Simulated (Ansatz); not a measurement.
# Cu2Pt: one candidate structure

Where does Cu2Pt go from the start given, cubic Laves (C15) type (Fd-3m, No. 227)?

Program: Ansatz 0.2.0. Level of theory: DFT r2SCAN, scalar-relativistic, plane waves, PAW. These are calculated values, not measurements.

## (1) The structure to begin with

Symmetry: Fd-3m, No. 227, cubic system. Conventional cell: a = 6.903 Å, b = 6.903 Å, c = 6.903 Å, α = 90.00°, β = 90.00°, γ = 90.00°. Cu (site symmetry -3m) is surrounded by 6 Cu at 2.44 Å. Around Pt (site symmetry -43m) lie 12 Cu at 2.86 Å and 4 Pt at 2.99 Å.

As a file:

```xyz
6
Lattice="0.0000 3.4517 3.4517 3.4517 0.0000 3.4517 3.4517 3.4517 0.0000" Properties=species:S:1:pos:R:3 pbc="T T T"
Cu    4.3146    4.3146    4.3146
Cu    4.3146    2.5887    2.5887
Cu    2.5887    2.5887    4.3146
Cu    2.5887    4.3146    2.5887
Pt    0.0000    0.0000    0.0000
Pt    1.7258    1.7258    1.7258
```

(A quick probe on a coarse mesh, which set the mesh and smearing, is not shown.)

## (3) A loose first relaxation

The input, input.yaml:

```yaml
crystal:
  lattice:
    - [0.0, 3.4516569955, 3.4516569955]
    - [3.4516569955, 0.0, 3.4516569955]
    - [3.4516569955, 3.4516569955, 0.0]
  atoms:
    - { symbol: Cu, position: [0.625, 0.625, 0.625] }
    - { symbol: Cu, position: [0.125, 0.625, 0.625] }
    - { symbol: Cu, position: [0.625, 0.625, 0.125] }
    - { symbol: Cu, position: [0.625, 0.125, 0.625] }
    - { symbol: Pt, position: [0.0, 0.0, 0.0] }
    - { symbol: Pt, position: [0.25, 0.25, 0.25] }
basis:
  ecutwfc: 500
kpoints:
  mp_grid: { grid: [4, 4, 4] }
hamiltonian:
  xc: r2scan
scf:
  occupations: { method: gaussian, width: 0.1 }
  lower_state_search: "off"
output:
  forces: true
  stress: true
  eigenvalues: true
relax:
  adjacent_minimum: "off"
  f_tol: 0.04
  max_steps: 70
  cell: { stress_tol: 0.4 }
```

Run with:

```bash
ansatz run input.yaml --threads 1 --pin off --max-ram 2560MiB --backend cpu --events-out ev --progress --plain --runs-dir out
```

Further runs follow: relaxing cell and atoms.

Before running it: what results should come out?

As calculated:

Formation energies count from the elements, computed with the same settings in runs not shown here.

| quantity | value |
| --- | --- |
| cell (conventional) | a = 6.711 Å, b = 6.711 Å, c = 6.711 Å, α = 90.00°, β = 90.00°, γ = 90.00° |
| space group | Fd-3m (No. 227) |
| volume | 12.60 Å³/atom |
| gap on the mesh | none (metal) |
| formation energy from the elements | -0.070 eV/atom |

What this shows: The space group stayed Fd-3m, and from the first guess the volume went from 13.71 to 12.60 Å³/atom. With -0.07 eV/atom it lies under the elements, which doesn't yet make it stable against other compounds of them. Spin-orbit coupling is left out for Pt.
